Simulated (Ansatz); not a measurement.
# BGeH₅O: one species, many methods

The task here is to estimate one member of a computed series from the others.

Method: functionals in def2-TZVPP, the program's frozen cores in correlated methods; program: Ansatz 0.2.0, Gaussian basis.

Levels to be run: LDA (SPW92), PBE-D4, revPBE-D4, BLYP-D4, r2SCAN-D4, B97M-V, PBE0-D4, B3LYP-D4, r2SCANh-D4, r2SCAN0-D4, HSE06-D4, BHLYP-D4, CAM-B3LYP-D4, LC-ωPBE, ωB97X-V, ωB97M-V, B2PLYP, PBE-QIDH; CCSD(T)/def2-SVP; CCSD(T)/def2-TZVPP; MP2/def2-QZVPP; extrapolation to the limit; RPA on PBE.

## The relaxed structure

The geometry comes from an earlier relaxation with PBE0-D4 in a triple-zeta def2 set; it is a stationary point, not always the lowest conformer.

SMILES `O[BH][GeH3]`, 8 atoms, charge 0, spin multiplicity 1.

Atoms are counted from 1 here; the program's logs count them from 0.

Bond lengths: O1–B2 1.348 Å, O1–H4 0.962 Å, B2–Ge3 2.071 Å, B2–H5 1.204 Å, Ge3–H6 1.539 Å, Ge3–H7 1.542 Å, Ge3–H8 1.542 Å. Angles: B2–O1–H4 113.7°, O1–B2–Ge3 118.7°, O1–B2–H5 119.7°, Ge3–B2–H5 121.6°, B2–Ge3–H6 113.6°, B2–Ge3–H7 110.4°, B2–Ge3–H8 110.4°, H6–Ge3–H7 107.9°, H6–Ge3–H8 107.9°, H7–Ge3–H8 106.3°.

As a file:

```xyz
8

O    -1.6467    0.4000   -0.7237
B    -0.3090    0.2533   -0.8044
Ge    0.7304   -0.3437    0.8849
H    -2.0561    0.6789   -1.5485
H     0.2529    0.4698   -1.8474
H    -0.1673   -0.5649    2.1147
H     1.4915   -1.6564    0.6105
H     1.7967    0.7057    1.2581
```

Set-up of the first run:

File in.yaml:

```yaml
crystal:
  periodic: [false, false, false]
  atoms:
    - {symbol: O, position_ang: [-1.646680, 0.400003, -0.723684]}
    - {symbol: B, position_ang: [-0.309006, 0.253332, -0.804350]}
    - {symbol: Ge, position_ang: [0.730414, -0.343735, 0.884937]}
    - {symbol: H, position_ang: [-2.056129, 0.678947, -1.548490]}
    - {symbol: H, position_ang: [0.252869, 0.469842, -1.847435]}
    - {symbol: H, position_ang: [-0.167283, -0.564948, 2.114746]}
    - {symbol: H, position_ang: [1.491464, -1.656358, 0.610523]}
    - {symbol: H, position_ang: [1.796650, 0.705719, 1.258052]}
basis:
  gaussian: {orbitals: def2-TZVPP}
hamiltonian: {xc: lda}
output: {orbitals: {seedname: orbitals}}
```

Started as:

```console
> ansatz run in.yaml --threads 2 --pin off --events-out ev --progress --plain --max-ram 4352MiB
```

Steps of the session up to this table: LDA; PBE-D4 (GGA); revPBE-D4 (GGA); BLYP-D4 (GGA); r2SCAN-D4 (meta-GGA); B97M-V (meta-GGA); B3LYP-D4 (hybrid); r2SCANh-D4 (hybrid); r2SCAN0-D4 (hybrid); HSE06-D4 (hybrid); BHLYP-D4 (hybrid); CAM-B3LYP-D4 (range-separated); LC-ωPBE (range-separated); ωB97X-V (range-separated); ωB97M-V (range-separated); B2PLYP (double hybrid); PBE-QIDH (double hybrid).

One of the session's tables, all rows but one given; the rest of the session is left out.

It belongs to the step «Orbital energies across the functionals». 

```
  functional  HOMO (eV)  gap (eV)
 LDA (SPW92)      -6.66      4.48
      PBE-D4      -6.59      4.64
   revPBE-D4      -6.55      4.70
     BLYP-D4      -6.50      4.69
   r2SCAN-D4      -6.86      5.21
      B97M-V      -6.97      5.23
     PBE0-D4      -7.83      6.84
    B3LYP-D4      -7.64      6.44
  r2SCANh-D4          ?         ?
  r2SCAN0-D4      -8.00      7.18
    HSE06-D4      -7.43      6.06
    BHLYP-D4      -8.99      9.01
CAM-B3LYP-D4      -9.18      9.31
     LC-ωPBE     -10.50     11.83
     ωB97X-V     -10.17     11.38
     ωB97M-V      -9.99     10.97
```

Q: Estimate the row for r2SCANh-D4 from the others.

Worked estimate for «HOMO (eV)». Against the share of exact exchange, r2SCAN-D4 (0, -6.86), r2SCAN0-D4 (0.25, -8.00) give a slope of -4.56 per unit share; at 0.1 the line stands at -7.32.

**Answer.** HOMO (eV): -7.31; gap (eV): 6.00. In «HOMO (eV)» the line misses by -0.01.
